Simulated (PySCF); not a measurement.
# C5H3F2N (2,4-Difluoropyridine): the cost of one run

The runs use PySCF 2.14.0, with density-fitted response routines of our own; the level of theory stands in each step. All values are computed, except where a source is named. Atoms count from 0, in the outputs and in this text.

**1. Starting geometry**

11 atoms, charge 0, multiplicity 1; geometry from: GFN2-xTB. The atoms were then displaced at random by about 0.01 Å, so the start is not that level's minimum.

Bonds of the start (Å): F0–C1 1.31, C1–C2 1.40, C2–C3 1.40, C3–N4 1.29, N4–C5 1.32, C5–F6 1.35, C5–C7 1.38, C7–C1 1.40, C2–H8 1.06, C3–H9 1.10, C7–H10 1.06.

**2. Relaxing the molecule at PBE0-D3(BJ)/def2-TZVP**

Job settings and geometry (Å):

```
{"job": {"xc": "PBE0", "basis": "def2-TZVP", "d3": "d3bj", "grid": 2, "shake": 0.01, "kind": "geom"}, "charge": 0, "multiplicity": 1}
F     -0.992750     2.248270     0.129040
C     -0.481770     1.044380     0.054050
C     -1.325160    -0.063910    -0.028660
C     -0.659790    -1.299290    -0.091910
N      0.616410    -1.473190    -0.095670
C      1.366030    -0.389450    -0.014440
F      2.697800    -0.602010    -0.011250
C      0.915420     0.916040     0.057310
H     -2.378150     0.054150    -0.005430
H     -1.276290    -2.212990    -0.139010
H      1.556360     1.752170     0.130300
```

The run is started by

```console
OMP_NUM_THREADS=1 python probes_run.py task.json out
```

One launch serves the whole session: the jobs run in the order shown.

Q: Estimate the wall time and peak memory of this first job on 1 thread of Arm Neoverse V2, shared host.

About 3.7 min, with a peak of 1.2 GiB.
